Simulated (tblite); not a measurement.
# B18H17P19: the cost of one run

Computed with tblite 0.8.0 and PySCF 2.14.0 and routines of our own; the level stands in each step. Atoms count from 0.

## 1. The system as given

54 atoms, charge 0, multiplicity 1; geometry from: force field, distance geometry or constructed start.

## 2. Relaxing the molecule with GFN2-xTB

Job settings and geometry (Å):

```
{"job": {"kind": "relax", "xc": "GFN2-xTB", "basis": "xTB"}, "charge": 0, "multiplicity": 1}
P     -4.827500     2.529700    -0.001600
B     -6.446400     3.464100    -0.006900
P     -8.048800     2.529200     0.001000
B     -8.054700     0.675900    -0.006200
P     -6.444200    -0.259700     0.003400
B     -4.835700     0.671000    -0.002600
P      6.443300    -0.256800    -0.003300
B      4.835800     0.674200     0.001500
P      3.224300    -0.260600    -0.000400
B      3.218800    -2.119300     0.001600
P      4.830300    -3.049700    -0.002100
B      6.440700    -2.120500    -0.000000
P      1.607400     2.532200     0.005000
B      0.002200     3.460900    -0.002700
P     -1.613000     2.536600     0.000200
B     -1.612700     0.672100     0.006300
P      0.000400    -0.256600     0.000900
B      1.609700     0.668100    -0.001000
P     -9.665400    -0.256700     0.002500
B     -9.662000    -2.117600     0.002700
P     -8.056300    -3.044700     0.001500
B     -6.444100    -2.117000    -0.000200
P      4.835800     2.536100     0.006600
B      3.217400     3.457200    -0.001500
B     -3.221100     3.464100     0.000900
P     -3.227700    -0.259400     0.002500
B     -3.220900    -2.116200    -0.000700
P     -1.611400    -3.047900     0.001200
B      0.000600    -2.118100    -0.002000
P      1.611900    -3.048100     0.003400
P      9.668400    -0.257900    -0.001100
B      8.052100     0.672800     0.000200
P      8.053000    -3.048400    -0.001900
B      9.666900    -2.119800     0.003700
P     -4.831200    -3.046700    -0.003300
P      8.054500     2.533700    -0.002900
B      6.442400     3.461600    -0.004100
H     -6.442300     4.634000    -0.002600
H     -9.265400     3.227600    -0.000100
H      4.827600    -4.445100     0.001200
H     -0.000100     4.629200     0.003800
H    -10.871400     0.435900     0.003700
H    -10.673200    -2.702500    -0.003600
H     -8.051400    -4.449000    -0.001800
H      3.217900     4.633200     0.002400
H     -3.223500     4.633100    -0.003400
H     -1.608400    -4.448400    -0.000600
H      1.610500    -4.445900     0.002300
H     10.878900     0.441900     0.000200
H      8.055900    -4.447800     0.002000
H     10.677200    -2.710800     0.003100
H     -4.825800    -4.447200    -0.000300
H      9.266100     3.231100     0.000100
H      6.439800     4.629900    -0.003000
```

On the command line:

```sh
OMP_NUM_THREADS=4 python large_run.py task.json out
```

The driver reads the jobs from task.json and runs them one after another.

Q: Estimate the wall time and peak memory of this first job on 4 threads of Intel Xeon Platinum 8259CL at 2.50GHz, shared host.

About 98 s, with a peak of 0.17 GiB.
